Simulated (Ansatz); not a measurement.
# BSBr: energies up the ladder

One table from this session's results is given with a row withheld; the runs are named, their logs left out.

Program: Ansatz 0.2.0. Level of theory: the levels named in each step. These are calculated values, not measurements.

## The system as given

Bond lengths: S1–B2 1.606 Å, B2–Br3 1.813 Å. Angles: S1–B2–Br3 180.0°.

Coordinates:

```xyz
3

S     0.0000    0.0000   -1.6748
B     0.0000    0.0000   -0.0691
Br    0.0000    0.0000    1.7439
```

Set-up of the first run:

Contents of input.yaml:

```yaml
crystal:
  periodic: [false, false, false]
  atoms:
    - { symbol: S, position_ang: [0.0, 0.0, -1.68063859] }
    - { symbol: B, position_ang: [0.0, 0.0, -0.07534737] }
    - { symbol: Br, position_ang: [0.0, 0.0, 1.75598595] }
basis:
  gaussian: { orbitals: def2-TZVPP }
hamiltonian:
  xc: pbe0
  dispersion: d4
phonons: {}
```

The run is started by

```sh
ansatz run input.yaml --threads 4 --pin off --max-ram 10240MiB --backend cpu --events-out ev --progress --plain --runs-dir out
```

Steps of the session up to this table: Frequencies, PBE0-D4/def2-TZVPP; Single point, PBE-D4/def2-TZVPP; Single point, r2SCAN-D4/def2-TZVPP; Single point, B3LYP-D4/def2-TZVPP; Single point, wB97M-V/def2-TZVPP; Single point, B2PLYP/def2-TZVPP; Single point, LDA/def2-TZVPP; Single point, PBE0-D4/def2-SVP; Single point, PBE-D4/def2-SVP; Single point, CCSD(T)/def2-TZVPP; Single point, CCSD(T)/def2-QZVPP; The cation of multiplicity 2 at the same geometry, PBE0-D4/def2-TZVPP; The cation of multiplicity 2 at the same geometry, PBE-D4/def2-TZVPP; The cation of multiplicity 2 at the same geometry, r2SCAN-D4/def2-TZVPP; The cation of multiplicity 2 at the same geometry, B3LYP-D4/def2-TZVPP; The cation of multiplicity 2 at the same geometry, wB97M-V/def2-TZVPP; The cation of multiplicity 2 at the same geometry, B2PLYP/def2-TZVPP; The cation of multiplicity 2 at the same geometry, CCSD(T)/def2-TZVPP; The cation of multiplicity 2 at the same geometry, CCSD(T)/def2-QZVPP.

One table of the session follows, with a row left open; its other results are not shown here.

It belongs to the step «Vertical ionisation energy». 

| level | vertical ionisation energy (eV) |
| --- | --- |
| PBE-D4/def2-TZVPP | 10.292 |
| r2SCAN-D4/def2-TZVPP | 10.380 |
| B3LYP-D4/def2-TZVPP | 10.399 |
| wB97M-V/def2-TZVPP | ? |
| B2PLYP/def2-TZVPP | 10.442 |
| CCSD(T)/def2-TZVPP | 10.480 |
| CCSD(T)/def2-QZVPP | 10.599 |
| CCSD(T)/CBS | 10.692 |

Q: Estimate the row for wB97M-V/def2-TZVPP from the others.

The run gave: vertical ionisation energy (eV): 10.461. In the column «vertical ionisation energy (eV)» it lies between B2PLYP/def2-TZVPP (10.442) and CCSD(T)/def2-TZVPP (10.480).
